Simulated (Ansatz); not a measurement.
AlRu, space group Pm-3m, a comparison of norm-conserving and PAW potentials

Program: Ansatz 0.2.0, Python API.

Notebook, run cell by cell (the value of a cell's last expression is shown):

**Cell 1**
```python
import ansatz as az
from ase import Atoms
import numpy as np


def count_gap(report):
    # lowest empty less highest filled band, counting bands; zero where they overlap
    return max(report.get("gap_by_band_count_ev") or 0.0, 0.0)
```

**Cell 2**
```python
atoms = Atoms(
    ["Al", "Ru"],
    scaled_positions=[
        [0.0, 0.0, 0.0],
        [0.5, 0.5, 0.5],
    ],
    cell=[
        [2.9916, 0.0, 0.0],
        [0.0, 2.9916, 0.0],
        [0.0, 0.0, 2.9916],
    ],
    pbc=True,
)
structure = az.Crystal.from_ase(atoms)
```

**Cell 3**
```python
[site.symbol for site in structure.resolved().sites]
```
Output:
```text
['Al', 'Ru']
```

**Cell 4**
```python
base = (
    structure.calculation()
    .functional("lda")
    .kpoints(spacing=0.22)
    .occupations("Fermi-Dirac", width=0.15)
    .stress()
    .forces()
    .band_table()
)
variants = {
    "PAW": base.pseudopotentials("paw"),
    "norm-conserving": base.pseudopotentials("nc"),
}
# totals differ by the cores that each treatment holds, so compare what does not depend on them
rows = []
for label, variant in variants.items():
    report = variant.run(threads=1, backend="cpu").report
    levels = np.array(report["eigenvalues_ev"][0]) - report["fermi_energy_ev"]
    print(label, "levels at the first k-point near E_F:", np.round(levels[np.abs(levels) < 5], 3))
    rows.append((label, report["n_electrons"], np.trace(report["stress_gpa"]) / 3, count_gap(report)))
lines = [",".join(["treatment", "electrons in bands", "P GPa", "gap by band count eV"])] + [",".join(f"{v:.4f}" if isinstance(v, float) else str(v) for v in row) for row in rows]
print("\n".join(lines))
with open("nc_paw.csv", "w") as handle:
    handle.write("\n".join(lines) + "\n")
```
Output:
```text
DeckWarning: basis.ecutwfc = 420 eV, auto-derived from the records' recommended cutoffs: set by Al (normal level)
PAW levels at the first k-point near E_F: [-3.644 -3.644  0.133  0.133  0.133]
DeckWarning: basis.ecutwfc = 1197.300995 eV, auto-derived from the records' recommended cutoffs: set by Ru (normal level)
norm-conserving levels at the first k-point near E_F: [-3.646 -3.646  0.135  0.135  0.135]
treatment,electrons in bands,P GPa,gap by band count eV
PAW,19.0000,-7.7445,0.0000
norm-conserving,19.0000,-8.0362,0.0000
```

PAW gives -7.744 GPa and norm-conserving -8.036 GPa, 0.29 GPa apart. They took 1.8 and 6.6 s of processor time.

The mesh is modest for a metal, so energies can be off by several to tens of meV an atom and pressures by half a GPa or more; differences at equal mesh fare better. A Fermi-Dirac width this large means warm electrons, whose thermal share enters the free energy. A gap by band count of zero or less means overlapping bands, a metal, and at an odd count of electrons it is no gap at all. At these settings the cell as given stands under about -8 GPa, so it isn't at this functional's equilibrium volume. The structure is a deposited one; some such entries were measured under pressure or heat, so a shift against it needn't be the functional's error alone. Levels are Kohn-Sham eigenvalues on this mesh, without spin-orbit coupling. Warnings are shown shortened and without file and line. Stress is positive in compression. Wall time of the script: 9.6 s on 1 thread of Intel(R) Xeon(R) Platinum 8259CL CPU @ 2.50GHz (Skylake/Cascade Lake), on a shared host, peak memory 0.45 GiB.
